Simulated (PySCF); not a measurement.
# C₆H₉BF₂: circular dichroism and optical rotation, excited states, first hyperpolarisability

Aim: compute the circular dichroism and optical rotation, excited states, first hyperpolarisability of C₆H₉BF₂ (`C=C(F)/C(F)=C\B(C)C`).

Programs: PySCF 2.14.0, with routines of our own; each step states its level. All values are computed. Atoms count from 0.

## 1. The starting structure

18 atoms, charge 0, multiplicity 1; geometry from: GFN2-xTB.

## 2. Geometry optimisation at PBE0-D3(BJ)/def2-SVP

Job settings and geometry (Å):

```
{"job": {"xc": "PBE0", "basis": "def2-SVP", "d3": "d3bj", "grid": 2, "kind": "geom"}, "charge": 0, "multiplicity": 1}
C      3.199340    -0.504150    -0.051354
C      1.893752    -0.269483    -0.035408
F      1.087954    -0.868972    -0.945297
C      1.172132     0.597469     0.882008
F      1.989481     1.223762     1.773827
C     -0.141555     0.807434     0.900473
B     -1.203804     0.172269    -0.045051
C     -1.876666    -1.196334     0.350674
C     -1.655915     0.950708    -1.336967
H      3.637352    -1.165056    -0.776309
H      3.843556    -0.033719     0.666903
H     -0.501065     1.498414     1.654390
H     -1.214969    -1.860386     0.901310
H     -2.723385    -0.987876     1.006073
H     -2.270629    -1.737493    -0.505511
H     -2.691737     0.761175    -1.607612
H     -1.049579     0.593030    -2.169443
H     -1.503022     2.025525    -1.281026
```

On the command line:

```bash
OMP_NUM_THREADS=1 python excited_run.py task.json out
```

One launch serves the whole session: the jobs run in the order shown.

The program printed:

```text
step   0  E = -457.72354308  max force = 0.013340
step   1  E = -457.72576933  max force = 0.006274
step   2  E = -457.72568434  max force = 0.006091
step   3  E = -457.72620467  max force = 0.002241
step   4  E = -457.72621719  max force = 0.001607
step   5  E = -457.72627909  max force = 0.000436
step   6  E = -457.72628413  max force = 0.000620
step   7  E = -457.72629202  max force = 0.000299
optimisation converged
```

Run time: 2.1 min. Hardware: 1 thread of Intel Xeon Platinum 8375C at 2.90GHz, shared host; peak memory 0.86 GiB.

Step by step: (the energy doesn't fall at every step)

```csv
step,energy from step 0 (eV),largest force component (eV/Å)
0,0.0000,0.6860
1,-0.0606,0.3226
2,-0.0583,0.3132
3,-0.0724,0.1152
4,-0.0728,0.0826
5,-0.0745,0.0224
6,-0.0746,0.0319
7,-0.0748,0.0154
```

Distances of close pairs at the start and the end, largest changes first:

```csv
bond,before (Å),after (Å),change (Å)
C3–F4,1.362,1.339,-0.023
C7–H13,1.091,1.108,+0.017
C8–H16,1.090,1.108,+0.017
C0–H9,1.074,1.090,+0.016
C0–H10,1.073,1.089,+0.015
C7–H14,1.087,1.101,+0.014
C8–H15,1.087,1.101,+0.014
C5–H11,1.084,1.098,+0.014
```

The final coordinates are the input of the step that follows.

```csv
at the end point,value
point group (found at 0.08 Å tolerance),C1
"rotational constants (GHz, main isotopes)","2.396, 1.094, 0.921"
dipole moment (D),0.46
```

## 3. Circular dichroism and optical rotation: TDDFT CAM-B3LYP/aug-cc-pVDZ

Job settings and geometry (Å):

```
{"job": {"kind": "ecd", "xc": "CAM-B3LYP", "basis": "aug-cc-pVDZ", "nstates": 12}, "charge": 0, "multiplicity": 1}
C      3.164643    -0.596920    -0.151231
C      1.867944    -0.299765    -0.084302
F      0.984710    -0.876663    -0.915414
C      1.223944     0.640113     0.827950
F      2.098799     1.275279     1.617641
C     -0.089457     0.878969     0.873805
B     -1.186116     0.188251    -0.014149
C     -1.782791    -1.198029     0.417467
C     -1.762189     0.964347    -1.252880
H      3.533248    -1.315348    -0.883714
H      3.857189    -0.114232     0.536336
H     -0.404450     1.653963     1.584397
H     -1.080624    -1.839852     0.968317
H     -2.609795    -0.962423     1.116482
H     -2.232924    -1.758971    -0.415714
H     -2.804140     0.703637    -1.494214
H     -1.149322     0.621307    -2.109254
H     -1.646602     2.056964    -1.206949
```

With the program's defaults for keys left out, this is: TDDFT CAM-B3LYP/aug-cc-pVDZ circular dichroism and optical rotation, one conformer, gas phase.

The program printed:

```text
coarse grid: 15360 points
cycle   1  E = -458.2805889744  dE =  1.290e+00  |g| = 7.243e-01  |ddm| = 1.545e+01
cycle   2  E = -458.2495113392  dE =  3.108e-02  |g| = 8.740e-01  |ddm| = 3.406e+00
cycle   3  E = -458.3912790084  dE = -1.418e-01  |g| = 8.036e-02  |ddm| = 1.713e+00
cycle   4  E = -458.3926665160  dE = -1.388e-03  |g| = 3.210e-02  |ddm| = 2.814e-01
cycle   5  E = -458.3929186065  dE = -2.521e-04  |g| = 6.694e-03  |ddm| = 1.174e-01
cycle   6  E = -458.3929289020  dE = -1.030e-05  |g| = 2.683e-03  |ddm| = 2.732e-02
cycle   7  E = -458.3929303194  dE = -1.417e-06  |g| = 7.290e-04  |ddm| = 7.013e-03
final grid: 150016 points
cycle   8  E = -458.4087762795  dE = -2.747e-05  |g| = 5.432e-03  |ddm| = 2.117e-01
cycle   9  E = -458.4087759045  dE =  3.750e-07  |g| = 6.021e-03  |ddm| = 3.246e-02
cycle  10  E = -458.4087825793  dE = -6.675e-06  |g| = 6.975e-04  |ddm| = 1.135e-02
cycle  11  E = -458.4087826670  dE = -8.766e-08  |g| = 1.277e-04  |ddm| = 1.707e-03
cycle  12  E = -458.4087826707  dE = -3.723e-09  |g| = 5.911e-05  |ddm| = 6.520e-04
cycle  13  E = -458.4087826715  dE = -7.909e-10  |g| = 1.336e-05  |ddm| = 1.787e-04
converged SCF energy = -458.4087826715

Singlet excitations and rotatory strengths (1e-40 esu^2 cm^2)
state   eV       nm     f(len)   f(vel)    R(len)    R(vel)   main configurations
  1   5.2406   236.6  0.31787  0.31005   -81.223   -80.889   H->L 0.69, H->L+3 0.14
  2   5.7009   217.5  0.30607  0.29859    78.694    78.243   H->L+3 0.39, H->L 0.28, H->L+5 0.15
  3   6.1342   202.1  0.00166  0.00166     4.019     3.992   H->L+1 0.67, H->L+2 0.12
  4   6.5758   188.5  0.03313  0.03350    -0.246    -0.300   H->L+2 0.71, H->L+1 0.08
  5   6.8222   181.7  0.00998  0.00957     8.630     9.438   H-1->L 0.32, H-2->L 0.22, H->L+4 0.08
  6   6.8426   181.2  0.00154  0.00133     2.608     1.915   H->L+4 0.26, H->L+3 0.17, H-1->L 0.11
  7   6.8817   180.2  0.00675  0.00688     4.977     5.362   H-2->L 0.31, H-1->L 0.30, H-2->L+3 0.11
  8   7.0623   175.6  0.01455  0.01421    32.002    31.343   H->L+5 0.28, H->L+4 0.17, H-3->L+3 0.09
  9   7.1136   174.3  0.03256  0.03185   -15.195   -14.894   H->L+5 0.21, H-1->L 0.16, H-3->L 0.16
 10   7.1945   172.3  0.00440  0.00419     3.115     3.115   H->L+7 0.32, H->L+6 0.31
 11   7.3717   168.2  0.00063  0.00056    -0.876    -0.737   H->L+6 0.40, H->L+7 0.33
 12   7.4201   167.1  0.00815  0.00824   -36.556   -35.974   H-2->L 0.30, H-2->L+3 0.27, H-2->L+5 0.17

Specific rotation (deg / (dm g/mL))
    nm     length   length(OI)   velocity    alpha(len)  alpha(vel)
  633.0    -150.83    -150.72    -147.50       99.293     97.541
  589.3    -182.35    -182.25    -178.43       99.981     98.215
  546.0    -225.42    -225.33    -220.73      100.865     99.080
  436.0    -457.91    -458.00    -449.69      104.845    102.978
  405.0    -601.57    -601.85    -591.52      106.860    104.951
  365.0    -933.37    -934.24    -919.72      110.756    108.763
  355.0   -1064.71   -1065.84   -1049.80      112.094    110.073
```

Run time: 2.7 min. Hardware: 1 thread of Intel Xeon Platinum 8375C at 2.90GHz, shared host; peak memory 1.3 GiB.

## 4. Excited states: TDA CAM-B3LYP/aug-cc-pVDZ

The job, as its differences from that of step 3:

```diff
@@ -1,2 +1,2 @@
-{"job": {"kind": "ecd", "xc": "CAM-B3LYP", "basis": "aug-cc-pVDZ", "nstates": 12}, "charge": 0, "multiplicity": 1}
+{"job": {"kind": "states", "xc": "CAM-B3LYP", "basis": "aug-cc-pVDZ", "tda": true, "soc": true, "nstates": 6, "ntriplets": 5, "nquad": 4}, "charge": 0, "multiplicity": 1}
 C      3.164643    -0.596920    -0.151231
```

Method: TDA CAM-B3LYP/aug-cc-pVDZ excited states, vertical, gas phase, spin-orbit mean-field couplings.

The program printed:

```text
coarse grid: 15360 points
cycle   1  E = -458.2805889744  dE =  1.290e+00  |g| = 7.243e-01  |ddm| = 1.545e+01
cycle   2  E = -458.2495113392  dE =  3.108e-02  |g| = 8.740e-01  |ddm| = 3.406e+00
cycle   3  E = -458.3912790084  dE = -1.418e-01  |g| = 8.036e-02  |ddm| = 1.713e+00
cycle   4  E = -458.3926665160  dE = -1.388e-03  |g| = 3.210e-02  |ddm| = 2.814e-01
cycle   5  E = -458.3929186065  dE = -2.521e-04  |g| = 6.694e-03  |ddm| = 1.174e-01
cycle   6  E = -458.3929289020  dE = -1.030e-05  |g| = 2.683e-03  |ddm| = 2.732e-02
cycle   7  E = -458.3929303194  dE = -1.417e-06  |g| = 7.290e-04  |ddm| = 7.013e-03
final grid: 150016 points
cycle   8  E = -458.4087762795  dE = -2.747e-05  |g| = 5.432e-03  |ddm| = 2.117e-01
cycle   9  E = -458.4087759045  dE =  3.750e-07  |g| = 6.021e-03  |ddm| = 3.246e-02
cycle  10  E = -458.4087825793  dE = -6.675e-06  |g| = 6.975e-04  |ddm| = 1.135e-02
cycle  11  E = -458.4087826670  dE = -8.766e-08  |g| = 1.277e-04  |ddm| = 1.707e-03
cycle  12  E = -458.4087826707  dE = -3.723e-09  |g| = 5.911e-05  |ddm| = 6.520e-04
cycle  13  E = -458.4087826715  dE = -7.905e-10  |g| = 1.336e-05  |ddm| = 1.787e-04
converged SCF energy = -458.4087826715

Singlet excitations
state   eV       nm        f     d(h-e)  d(exc)  Lambda  PR(NTO)  |dmu|/D   mu/D   main configurations
  1   5.3624   231.2   0.19773   1.257   3.224   0.520   1.034    4.373    3.903   H->L 0.41, H->L+3 0.28, H->L+5 0.12
  2   5.8946   210.3   0.59432   0.353   3.412   0.563   1.091    1.327    1.520   H->L 0.51, H->L+3 0.26
  3   6.1395   201.9   0.00774   0.253   4.460   0.226   1.049    1.292    1.652   H->L+1 0.66, H->L+2 0.12
  4   6.5791   188.5   0.03484   0.645   4.999   0.214   1.106    2.579    2.612   H->L+2 0.71, H->L+1 0.08
  5   6.8397   181.3   0.00198   0.428   4.795   0.261   1.167                     H->L+4 0.35, H->L+3 0.24, H->L+7 0.10
  6   6.8803   180.2   0.00341   0.476   3.009   0.415   1.216                     H-2->L 0.48, H-2->L+3 0.17

Triplet excitations (Tamm-Dancoff)
state   eV     d(h-e)  d(exc)  Lambda  PR(NTO)   main configurations
  1   3.1780   0.044   2.640   0.756   1.100   H->L 0.86
  2   4.7700   0.143   2.240   0.615   1.643   H-1->L 0.60
  3   5.3426   1.248   3.051   0.332   1.135   H->L+3 0.42, H->L+5 0.19, H->L+4 0.09
  4   6.0653   0.080   4.337   0.225   1.076   H->L+1 0.65, H->L+2 0.11
  5   6.3540   0.385   2.605   0.391   1.037   H-2->L 0.45, H-2->L+3 0.27, H-2->L+4 0.10
S1 - T1 = 2.1843 eV

Spin-orbit couplings |<S|Hso|T>| (cm-1)
             T1       T2       T3       T4       T5
S0        0.670    1.505    4.049    1.302    6.831
S1        1.614    2.228    0.837    0.579    5.028
S2        0.653    1.287    0.550    0.737    1.463
S3        1.116    1.313    0.196    0.098    0.345
S4        3.504    0.522    0.582    0.357    0.507
S5        0.708    0.907    1.191    0.167    0.224
S6        4.942    4.757    2.893    0.418    0.886
T1 sublevels (cm-1): 0.000 0.001 0.001   radiative rates (1/s): 0.345 0.00634 0.0932
```

Run time: 92 s. Hardware: 1 thread of Intel Xeon Platinum 8375C at 2.90GHz, shared host; peak memory 1.2 GiB.

From this job:

```csv
quantity,value
S1 less T1,2.18 eV
```

## 5. Excited states: TDDFT CAM-B3LYP/aug-cc-pVDZ

The job, as its differences from that of step 4:

```diff
@@ -1,2 +1,2 @@
-{"job": {"kind": "states", "xc": "CAM-B3LYP", "basis": "aug-cc-pVDZ", "tda": true, "soc": true, "nstates": 6, "ntriplets": 5, "nquad": 4}, "charge": 0, "multiplicity": 1}
+{"job": {"kind": "states", "xc": "CAM-B3LYP", "basis": "aug-cc-pVDZ", "tpa": true, "nstates": 8, "nquad": 6, "ntriplets": 0}, "charge": 0, "multiplicity": 1}
 C      3.164643    -0.596920    -0.151231
```

Method: TDDFT CAM-B3LYP/aug-cc-pVDZ excited states, vertical, gas phase, two-photon moments by quadratic response.

The program printed:

```text
coarse grid: 15360 points
cycle   1  E = -458.2805889744  dE =  1.290e+00  |g| = 7.243e-01  |ddm| = 1.545e+01
cycle   2  E = -458.2495113392  dE =  3.108e-02  |g| = 8.740e-01  |ddm| = 3.406e+00
cycle   3  E = -458.3912790084  dE = -1.418e-01  |g| = 8.036e-02  |ddm| = 1.713e+00
cycle   4  E = -458.3926665160  dE = -1.388e-03  |g| = 3.210e-02  |ddm| = 2.814e-01
cycle   5  E = -458.3929186065  dE = -2.521e-04  |g| = 6.694e-03  |ddm| = 1.174e-01
cycle   6  E = -458.3929289020  dE = -1.030e-05  |g| = 2.683e-03  |ddm| = 2.732e-02
cycle   7  E = -458.3929303194  dE = -1.417e-06  |g| = 7.290e-04  |ddm| = 7.013e-03
final grid: 150016 points
cycle   8  E = -458.4087762795  dE = -2.747e-05  |g| = 5.432e-03  |ddm| = 2.117e-01
cycle   9  E = -458.4087759045  dE =  3.750e-07  |g| = 6.021e-03  |ddm| = 3.246e-02
cycle  10  E = -458.4087825793  dE = -6.675e-06  |g| = 6.975e-04  |ddm| = 1.135e-02
cycle  11  E = -458.4087826670  dE = -8.766e-08  |g| = 1.277e-04  |ddm| = 1.707e-03
cycle  12  E = -458.4087826707  dE = -3.723e-09  |g| = 5.911e-05  |ddm| = 6.520e-04
cycle  13  E = -458.4087826715  dE = -7.905e-10  |g| = 1.336e-05  |ddm| = 1.787e-04
converged SCF energy = -458.4087826715

Singlet excitations
state   eV       nm        f     d(h-e)  d(exc)  Lambda  PR(NTO)  |dmu|/D   mu/D   delta(TPA)   sigma/GM   main configurations
  1   5.2408   236.6   0.31784   0.796   3.207   0.636   1.079    2.508    2.027        6.44      0.065   H->L 0.69, H->L+3 0.14
  2   5.7010   217.5   0.30625   0.591   3.284   0.425   1.103    1.777    1.310      186.19      2.217   H->L+3 0.39, H->L 0.28, H->L+5 0.15
  3   6.1343   202.1   0.00166   0.133   4.471   0.222   1.048    0.931    1.390      228.55      3.151   H->L+1 0.67, H->L+2 0.12
  4   6.5759   188.5   0.03313   0.641   4.999   0.214   1.108    2.563    2.603        5.30      0.084   H->L+2 0.71, H->L+1 0.08
  5   6.8224   181.7   0.00995   0.171   3.575   0.461   1.927    0.691    0.899      284.52      4.852   H-1->L 0.32, H-2->L 0.22, H->L+4 0.09
  6   6.8427   181.2   0.00157   0.244   4.482   0.322   1.584    0.384    0.324      119.25      2.046   H->L+4 0.26, H->L+3 0.17, H-1->L 0.11
  7   6.8819   180.2   0.00674   0.397   3.050   0.491   1.294                                            H-2->L 0.31, H-1->L 0.30, H-2->L+3 0.11
  8   7.0624   175.6   0.01460   0.737   4.346   0.352   2.011                                            H->L+5 0.28, H->L+4 0.17, H-3->L+3 0.09
```

Run time: 1.7 min. Hardware: 1 thread of Intel Xeon Platinum 8375C at 2.90GHz, shared host; peak memory 1.2 GiB.

## 6. First hyperpolarisability: quadratic response CAM-B3LYP/aug-cc-pVDZ

The job, as its differences from that of step 5:

```diff
@@ -1,2 +1,2 @@
-{"job": {"kind": "states", "xc": "CAM-B3LYP", "basis": "aug-cc-pVDZ", "tpa": true, "nstates": 8, "nquad": 6, "ntriplets": 0}, "charge": 0, "multiplicity": 1}
+{"job": {"kind": "beta", "xc": "CAM-B3LYP", "basis": "aug-cc-pVDZ"}, "charge": 0, "multiplicity": 1}
 C      3.164643    -0.596920    -0.151231
```

Method: quadratic response CAM-B3LYP/aug-cc-pVDZ first hyperpolarisability, Taylor convention, gas phase.

The program printed:

```text
coarse grid: 15360 points
cycle   1  E = -458.2805889744  dE =  1.290e+00  |g| = 7.243e-01  |ddm| = 1.545e+01
cycle   2  E = -458.2495113392  dE =  3.108e-02  |g| = 8.740e-01  |ddm| = 3.406e+00
cycle   3  E = -458.3912790084  dE = -1.418e-01  |g| = 8.036e-02  |ddm| = 1.713e+00
cycle   4  E = -458.3926665160  dE = -1.388e-03  |g| = 3.210e-02  |ddm| = 2.814e-01
cycle   5  E = -458.3929186065  dE = -2.521e-04  |g| = 6.694e-03  |ddm| = 1.174e-01
cycle   6  E = -458.3929289020  dE = -1.030e-05  |g| = 2.683e-03  |ddm| = 2.732e-02
cycle   7  E = -458.3929303194  dE = -1.417e-06  |g| = 7.290e-04  |ddm| = 7.013e-03
final grid: 150016 points
cycle   8  E = -458.4087762795  dE = -2.747e-05  |g| = 5.432e-03  |ddm| = 2.117e-01
cycle   9  E = -458.4087759045  dE =  3.750e-07  |g| = 6.021e-03  |ddm| = 3.246e-02
cycle  10  E = -458.4087825793  dE = -6.675e-06  |g| = 6.975e-04  |ddm| = 1.135e-02
cycle  11  E = -458.4087826670  dE = -8.766e-08  |g| = 1.277e-04  |ddm| = 1.707e-03
cycle  12  E = -458.4087826707  dE = -3.725e-09  |g| = 5.911e-05  |ddm| = 6.520e-04
cycle  13  E = -458.4087826715  dE = -7.897e-10  |g| = 1.336e-05  |ddm| = 1.787e-04
converged SCF energy = -458.4087826715

Lowest singlets (eV, f): 5.2408 0.3178  5.7010 0.3063  6.1343 0.0017

First hyperpolarisability (au)
process     nm      |vector|   parallel      HRS      DR
static         -      116.47      32.62      55.37   3.484
shg       1907.0      130.44      38.07      61.29   3.574
eope      1907.0      120.90      34.35          -       -
shg       1064.0      170.09      53.65      78.13   3.774
eope      1064.0      131.50      38.49          -       -
```

Wall time 74 s (1 thread of Intel Xeon Platinum 8375C at 2.90GHz, shared host); peak memory 1.2 GiB.

## 7. What came out

| quantity | value |
| --- | --- |
| point group | C1 |
| rotational constants (main isotopes) | 2.40, 1.09, 0.92 GHz |
| state of largest rotatory strength (velocity form) among 12 (step 3, TDDFT CAM-B3LYP/aug-cc-pVDZ) | 5.24 eV, R = -80.9 (velocity), -81.2 (length) ·10⁻⁴⁰ esu² cm² |
| specific rotation at 633.0 nm (step 3, TDDFT CAM-B3LYP/aug-cc-pVDZ) | -147.5 (velocity), -150.8 (length) |
| S1 less T1 (step 4, TDA CAM-B3LYP/aug-cc-pVDZ) | 2.18 eV |
| β vector (step 6, quadratic response CAM-B3LYP/aug-cc-pVDZ) | static 116, SHG 1907.0 nm 130, SHG 1064.0 nm 170 au |

**Reading.** The optimisation took 7 steps and gained 0.075 eV; among the close pairs (by a distance rule), C3–F4 changed most, from 1.362 to 1.339 Å. Rotations belong to one conformer and to the handedness of the start; where its mirror image forms freely, a sample shows none. In step 4, the number of triplets below S1 is 3, and the largest singlet-triplet spin-orbit coupling is S0–T5, 6.83 cm⁻¹. β grows from 116 au (static) to 170 au for doubling at 1064.0 nm: normal dispersion, which grows as twice the photon energy moves toward the bright states.
